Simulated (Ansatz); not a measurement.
**C2H5BOS: how energies converge with the basis set**

The task here is to estimate one member of a computed series from the others.

Method: one geometry, several basis sets; program: Ansatz 0.2.0, Gaussian basis.

The runs, in order: PBE0-D4/def2-SVP; ωB97M-V/def2-SVP; PBE0-D4/def2-QZVPP; ωB97M-V/def2-QZVPP; the functionals' def2-TZVPP values are taken from earlier runs.

**The relaxed structure**

The geometry comes from an earlier relaxation with PBE0-D4 in a triple-zeta def2 set; it is a stationary point, not always the lowest conformer.

SMILES `BOC1CS1`, 10 atoms, charge 0, spin multiplicity 1.

Atoms are counted from 1 here; the program's logs count them from 0.

Bond lengths: B1–O2 1.349 Å, B1–H6 1.195 Å, B1–H7 1.196 Å, O2–C3 1.388 Å, C3–C4 1.471 Å, C3–S5 1.798 Å, C3–H8 1.085 Å, C4–S5 1.810 Å, C4–H9 1.084 Å, C4–H10 1.084 Å. Angles: O2–B1–H6 115.7°, O2–B1–H7 120.8°, H6–B1–H7 123.6°, B1–O2–C3 124.0°, O2–C3–C4 117.6°, O2–C3–S5 120.6°, O2–C3–H8 111.9°, C4–C3–S5 66.4°, C4–C3–H8 118.4°, S5–C3–H8 115.1°, C3–C4–S5 65.5°, C3–C4–H9 118.8°, C3–C4–H10 116.2°, S5–C4–H9 116.3°, S5–C4–H10 115.2°, H9–C4–H10 115.5°, C3–S5–C4 48.1°.

The first run:

Contents of in.yaml:

```yaml
crystal:
  periodic: [false, false, false]
  atoms:
    - {symbol: B, position_ang: [-0.197335, -1.507659, 1.176832]}
    - {symbol: O, position_ang: [0.152197, -1.006651, -0.026115]}
    - {symbol: C, position_ang: [-0.339864, 0.183666, -0.543339]}
    - {symbol: C, position_ang: [0.631755, 1.240031, -0.866446]}
    - {symbol: S, position_ang: [-0.488746, 1.642058, 0.497214]}
    - {symbol: H, position_ang: [0.289686, -2.561334, 1.460084]}
    - {symbol: H, position_ang: [-0.956763, -0.917285, 1.888330]}
    - {symbol: H, position_ang: [-1.168025, 0.017500, -1.225075]}
    - {symbol: H, position_ang: [0.500432, 1.808304, -1.780579]}
    - {symbol: H, position_ang: [1.659762, 1.050171, -0.577905]}
basis:
  gaussian: {orbitals: def2-SVP}
hamiltonian: {xc: pbe0, dispersion: d4}
output: {orbitals: {seedname: orbitals}}
```

On the command line:

```
$ ansatz run in.yaml --threads 4 --pin off --events-out ev --progress --plain --max-ram 10444MiB
```

Among the steps run: PBE0-D4 in def2-SVP; ωB97M-V in def2-SVP; PBE0-D4 in def2-QZVPP; ωB97M-V in def2-QZVPP.

One of the session's tables, all rows but one given; the rest of the session is left out.

It belongs to the step «Density functionals: the series». 

| functional | basis | HOMO (eV) |
| --- | --- | --- |
| PBE0-D4 | def2-SVP | -6.93 |
| PBE0-D4 | def2-TZVPP | -7.00 |
| PBE0-D4 | def2-QZVPP | -7.03 |
| ωB97M-V | def2-SVP | -9.15 |
| ωB97M-V | def2-TZVPP | ? |
| ωB97M-V | def2-QZVPP | -9.27 |

Estimate the missing values for ωB97M-V, def2-TZVPP.

**Answer.** HOMO (eV): -9.24. In the column «HOMO (eV)» it lies between ωB97M-V, def2-QZVPP (-9.27) and ωB97M-V, def2-SVP (-9.15).
